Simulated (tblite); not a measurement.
# C2H13F5N2OSi2: the cost of one run

Programs: tblite 0.8.0 and PySCF 2.14.0. All values are calculated, for the isolated system unless a continuum is named. Atoms count from 0, parts from 1.

## Step 1: Starting point

25 atoms, charge 0, multiplicity 1; geometry: rigid parts in contact. Parts: 1 = atoms 0–14, `C[Si](N)(C#N)O[SiH3]`, charge 0; 2 = atoms 15–16, `F`, charge 0; 3 = atoms 17–18, `F`, charge 0; 4 = atoms 19–20, `F`, charge 0; 5 = atoms 21–22, `F`, charge 0; 6 = atoms 23–24, `F`, charge 0.

## Step 2: Search for minima with GFN2-xTB

Job settings and geometry (Å):

```
{"job": {"kind": "dock", "xc": "GFN2-xTB", "basis": "xTB"}, "charge": 0, "multiplicity": 1, "parts": [{"atoms": "0-14", "charge": 0, "multiplicity": 1}, {"atoms": "15-16", "charge": 0, "multiplicity": 1}, {"atoms": "17-18", "charge": 0, "multiplicity": 1}, {"atoms": "19-20", "charge": 0, "multiplicity": 1}, {"atoms": "21-22", "charge": 0, "multiplicity": 1}, {"atoms": "23-24", "charge": 0, "multiplicity": 1}]}
C     -1.213192     1.118412     0.765398
Si    -0.486741    -0.329339    -0.200870
N     -0.951922    -0.221601    -1.904048
C     -1.040480    -1.987828     0.490503
N     -1.422550    -2.993754     0.882226
O      1.123973    -0.365271    -0.237466
Si     2.704760     0.013440    -0.114346
H     -2.298938     1.082669     0.786354
H     -0.921853     2.061431     0.309181
H     -0.853851     1.118038     1.791265
H     -1.833443     0.241837    -2.085539
H     -0.963649    -1.101459    -2.405055
H      2.780500     1.272403     0.616861
H      3.197284     0.035714    -1.473723
H      3.285260    -1.075685     0.688038
F      0.668542     0.924162    -3.369951
H      0.011006     0.479044    -2.734412
F      3.142492     1.226884    -4.123266
H      2.268891     1.190271    -3.766656
F      5.153115     0.356730     2.610936
H      4.489970    -0.000910     2.059174
F     -3.735602     1.907529    -1.166707
H     -4.270016     2.661750    -1.273575
F     -0.667329     1.217674    -6.030928
H      0.108249     1.248391    -5.512410
```

Method: GFN2-xTB search for minima from random contacts, gas phase.

Started as:

```console
> OMP_NUM_THREADS=1 python cluster_run.py task.json out
```

One launch serves the whole session: the jobs run in the order shown.

**Question.** How long does this first job take on 1 thread of Arm Neoverse V2, shared host?

About 22 s.
